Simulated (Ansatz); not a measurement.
# PBE/def2-SVP run of CH6B2O (SMILES BB(C)O)

Aim: the vertical singlet–triplet gap of CH6B2O at PBE/def2-SVP, from 2 runs. 

The results are computed with Ansatz 0.2.0.

69 further runs of the same task are left out: 69 set aside as unsound or not needed.

### 1 The system as given

CH6B2O: 10 atoms, total charge 0, spin state singlet. As SMILES, `BB(C)O`. Geometry: relaxed at PBE0-D4/def2-TZVP. This is one conformer, not always the lowest.

Bond lengths: B1–B2 1.681 Å, B2–C3 1.575 Å, B2–O4 1.367 Å, B1–H5 1.201 Å, B1–H6 1.200 Å, C3–H7 1.093 Å, C3–H8 1.094 Å, C3–H9 1.097 Å, O4–H10 0.959 Å. Some angles: B1–B2–C3 118.7°, B1–B2–O4 125.5°, C3–B2–O4 115.8°, B2–B1–H5 121.9°, B2–B1–H6 122.5°, B2–C3–H7 113.8°, B2–C3–H8 111.5°, B2–C3–H9 108.5°, B2–O4–H10 114.4°, H5–B1–H6 115.4°.

### 2 A single-point energy at PBE/def2-SVP

input.yaml

```yaml
crystal:
  periodic: [false, false, false]
  atoms:
    - {symbol: B, position_ang: [-1.157400, 0.826800, -0.622100]}
    - {symbol: B, position_ang: [0.289400, 0.045900, -0.271000]}
    - {symbol: C, position_ang: [0.377300, -0.834700, 1.032200]}
    - {symbol: O, position_ang: [1.432600, 0.117800, -1.017900]}
    - {symbol: H, position_ang: [-2.010400, 0.312100, -1.292200]}
    - {symbol: H, position_ang: [-1.440400, 1.898900, -0.162200]}
    - {symbol: H, position_ang: [-0.546500, -1.371000, 1.265900]}
    - {symbol: H, position_ang: [1.200400, -1.552500, 0.975700]}
    - {symbol: H, position_ang: [0.572700, -0.174500, 1.886700]}
    - {symbol: H, position_ang: [1.365300, 0.679800, -1.792300]}
basis:
  gaussian: {orbitals: def2-SVP}
hamiltonian: {xc: {name: PBE}}
accuracy: high
output: {orbitals: {seedname: orbitals}}
```

Command:

```sh
$ ansatz run input.yaml --threads 1 --pin off --max-ram 3480MiB --events-out events.jsonl --progress --plain --runs-dir runs
```

Standard output:

```text
Warning: RAYON_NUM_THREADS=1 ignored (pool sized by the plan → 1); use --threads N
Functional definition: PBE
  name "PBE"
  parameter kappa = 0.804
  parameter beta = 0.06672455060314922
  exchange = pbe_x(kappa = kappa, mu = beta*pi^2/3)
  correlation = pbe_c(beta = beta)
2073 factors; integrals over basis functions are off by at most 3.2e-9 eV
mean field evaluation 1: about -4515.1336 eV, gradient 6.6e1 eV
mean field evaluation 2: about -4494.9357 eV, gradient 1.1e2 eV
mean field evaluation 4: about -4524.8496 eV, gradient 8.6e0 eV
mean field evaluation 8: about -4525.0132 eV, gradient 4.0e-1 eV
mean field evaluation 16: about -4525.0136 eV, gradient 2.9e-5 eV
mean field -4525.01360947 eV, -166.2911829835 hartree, gradient 1.1e-8 eV, S^2 0.000000; 0 other end points of the search recorded, 0 dependent functions left out
reference -4525.01361305 eV, -166.2911831151 hartree; 15, 15 occupied and 71, 71 virtual orbitals, 2073 factors
Total energy: -4525.01361305 eV, -166.2911831151 hartree
```

Wall time 5.4 s (1 thread of Arm Neoverse V2, shared host); peak memory 0.23 GiB.

### 3 The triplet

input.yaml

```yaml
crystal:
  periodic: [false, false, false]
  atoms:
    - symbol: B
      position_ang: [-1.157400, 0.826800, -0.622100]
    - symbol: B
      position_ang: [0.289400, 0.045900, -0.271000]
    - symbol: C
      position_ang: [0.377300, -0.834700, 1.032200]
    - symbol: O
      position_ang: [1.432600, 0.117800, -1.017900]
    - symbol: H
      position_ang: [-2.010400, 0.312100, -1.292200]
    - symbol: H
      position_ang: [-1.440400, 1.898900, -0.162200]
    - symbol: H
      position_ang: [-0.546500, -1.371000, 1.265900]
    - symbol: H
      position_ang: [1.200400, -1.552500, 0.975700]
    - symbol: H
      position_ang: [0.572700, -0.174500, 1.886700]
    - symbol: H
      position_ang: [1.365300, 0.679800, -1.792300]
basis:
  gaussian: {orbitals: def2-SVP}
magnetization: {spin_polarized: true, initial_magnetization: 2}
hamiltonian: {xc: pbe}
accuracy: high
output: {orbitals: {seedname: orbitals}}
```

Command:

```sh
$ ansatz run input.yaml --threads 1 --pin off --max-ram 3480MiB --events-out events.jsonl --progress --plain --runs-dir runs
```

Standard output:

```text
Warning: RAYON_NUM_THREADS=1 ignored (pool sized by the plan → 1); use --threads N
Functional definition: PBE
  name "PBE"
  parameter kappa = 0.804
  parameter beta = 0.06672455060314922
  exchange = pbe_x(kappa = kappa, mu = beta*pi^2/3)
  correlation = pbe_c(beta = beta)
2073 factors; integrals over basis functions are off by at most 3.2e-9 eV
mean field evaluation 1: about -4513.1436 eV, gradient 4.2e1 eV
mean field evaluation 2: about -4503.9506 eV, gradient 6.1e1 eV
mean field evaluation 4: about -4521.7979 eV, gradient 4.0e0 eV
mean field evaluation 8: about -4521.8759 eV, gradient 4.5e-1 eV
mean field evaluation 16: about -4521.8773 eV, gradient 4.8e-5 eV
mean field evaluation 32: about -4520.6929 eV, gradient 4.0e0 eV
mean field -4521.87726580 eV, -166.1759244795 hartree, gradient 4.1e-8 eV, S^2 2.003988; 3 other end points of the search recorded, 0 dependent functions left out
reference -4521.87726940 eV, -166.1759246119 hartree; 16, 14 occupied and 70, 72 virtual orbitals, 2073 factors
Total energy: -4521.87726940 eV, -166.1759246119 hartree
```

It took 11 s on 1 thread of Arm Neoverse V2, shared host; peak memory 0.28 GiB.

### 4 What came out

Level: PBE/def2-SVP.

| quantity | value |
| --- | --- |
| singlet: total energy | -166.29118 Eh |
| singlet: HOMO energy | -6.14 eV |
| singlet: LUMO energy | -2.75 eV |
| singlet: HOMO–LUMO gap | 3.39 eV |
| triplet: total energy | -166.17592 Eh |
| triplet: HOMO energy (highest over α and β) | -3.19 eV |
| triplet: ⟨S²⟩ | 2.004 |
| vertical energy of the triplet above the singlet | 3.136 eV |

What this shows: At this shape the triplet lies 3.14 eV (72 kcal/mol) above the singlet.
